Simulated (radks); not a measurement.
# Ionisation of Fe³⁺: one atom, several choices of exchange strength α

One table from this session's results is given with a row withheld; the runs are named, their logs left out.

Method: scalar-relativistic Kohn-Sham, spin-unpolarised, spherical densities, finite nucleus. Code: radks (a radial shooting solver on a logarithmic mesh, Libxc functionals) version 1.

## The system

| Item | Value |
| --- | --- |
| element | iron (Z = 26) |
| charge | +3 |
| electrons | 23 |
| configuration | [Ar] 3d5 |
| ion | Fe⁴⁺, [Ar] 3d4 |
| choices | α = 0.561; α = 0.667; α = 0.673; α = 0.727; α = 0.85 |

The outer shells:

Fe³⁺
```
[Ar] core
3d [↑ ][↑ ][↑ ][↑ ][↑ ]
```

Fe⁴⁺
```
[Ar] core
3d [↑ ][↑ ][↑ ][↑ ][  ]
```

The first run:

Input:

```text
Z 26
configuration [Ar] 3d5
relativity scalar-relativistic
functional xalpha 0.561
spin unpolarised
nucleus finite rms 3.7377 fm
c 137.035999084
```

Among the steps run: α = 0.561: Fe³⁺.

One table of the session follows, with a row left open; its other results are not shown here.

It belongs to the step «α = 0.561: Fe³⁺». From the orbitals of this run (lengths in bohr):

| level | <r> | outermost maximum (interpolated) | 90 % within | nodes |
| --- | --- | --- | --- | --- |
| 1s | 0.05865 | 0.0384 | 0.105 | 0 |
| 2s | 0.2685 | 0.224 | 0.416 | 1 |
| 2p | 0.2369 | 0.180 | 0.388 | 0 |
| 3s | ? | ? | ? | ? |
| 3p | 0.8538 | 0.714 | 1.32 | 1 |
| 3d | 1.019 | 0.699 | 1.73 | 0 |

Estimate the missing values for 3s.

The run gave: <r>: 0.8109; outermost maximum (interpolated): 0.702; 90 % within: 1.21; nodes: 2. In the column «<r>» it lies between 2s (0.2685) and 3p (0.8538).

Limits of these values: Spin polarisation and multiplet splitting are left out, so open shells lie too high by an amount that depends on their filling.
